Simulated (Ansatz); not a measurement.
# MnSe (rocksalt type): the cost of one run

Program: Ansatz 0.2.0. Level of theory: DFT PBEsol, with the methods named in each step. These are calculated values, not measurements.

1 further run of the same task is left out (it didn't finish).

### Step 1. Starting point

Symmetry: Fm-3m, No. 225, cubic system. The conventional cell has a = 5.244 Å, b = 5.244 Å, c = 5.244 Å, α = 90.00°, β = 90.00°, γ = 90.00°. Mn (site symmetry m-3m) has 6 Se at 2.62 Å as nearest neighbours. Se (site symmetry m-3m) has 6 Mn at 2.62 Å as nearest neighbours.

Structure file:

```cif
data_structure
_symmetry_space_group_name_H-M 'P 1'
_symmetry_Int_Tables_number 1
_cell_length_a 3.7084
_cell_length_b 3.7084
_cell_length_c 3.7084
_cell_angle_alpha 60.000
_cell_angle_beta 60.000
_cell_angle_gamma 60.000
_cell_volume 36.06
loop_
_atom_site_label
_atom_site_type_symbol
_atom_site_fract_x
_atom_site_fract_y
_atom_site_fract_z
_atom_site_occupancy
Mn1 Mn 0.00000 0.00000 0.00000 1
Se1 Se 0.50000 0.50000 0.50000 1
```

Whether this phase is the stable one at these pressures isn't tested.

Atoms are numbered in the order of the input: Mn1, Se2.

### Step 2. The reference volume, LAPW

input.yaml reads:

```yaml
crystal:
  lattice:
    - [0.0, 2.6222232861, 2.6222232861]
    - [2.6222232861, 0.0, 2.6222232861]
    - [2.6222232861, 2.6222232861, 0.0]
  atoms:
    - { symbol: Mn, position: [0.0, 0.0, 0.0], spin: 3.0 }
    - { symbol: Se, position: [0.5, 0.5, 0.5] }
magnetization:
  spin_polarized: true
kpoints:
  mp_grid: { grid: [15, 15, 15] }
  band_path:
    path:
      - [0.0, 0.0, 0.0]
      - [0.5, 0.0, 0.5]
      - [0.625, 0.25, 0.625]
      - [0.375, 0.375, 0.75]
      - [0.0, 0.0, 0.0]
      - [0.5, 0.5, 0.5]
      - [0.5, 0.25, 0.75]
      - [0.5, 0.0, 0.5]
    npoints: 14
scf:
  occupations: { method: fermi_dirac, width: 0.08 }
hamiltonian:
  xc: pbesol
  pseudopotentials: { kind: all_electron, lapw: { basis_error: 0.001 } }
output:
  forces: true
  stress: true
  eigenvalues: true
  populations: true
  dos: { projected: true, de: 0.2, e_range: [-14, 8] }
```

Command:

```bash
$ ansatz run input.yaml --threads 1 --pin off --max-ram 3072MiB --backend cpu --events-out ev --progress --plain --runs-dir out
```

**Question.** How long does this run take on 1 thread of AMD EPYC 9R45 (Zen 5), shared host, and how much memory does it need?

About 21 s, with a peak of 0.78 GiB.
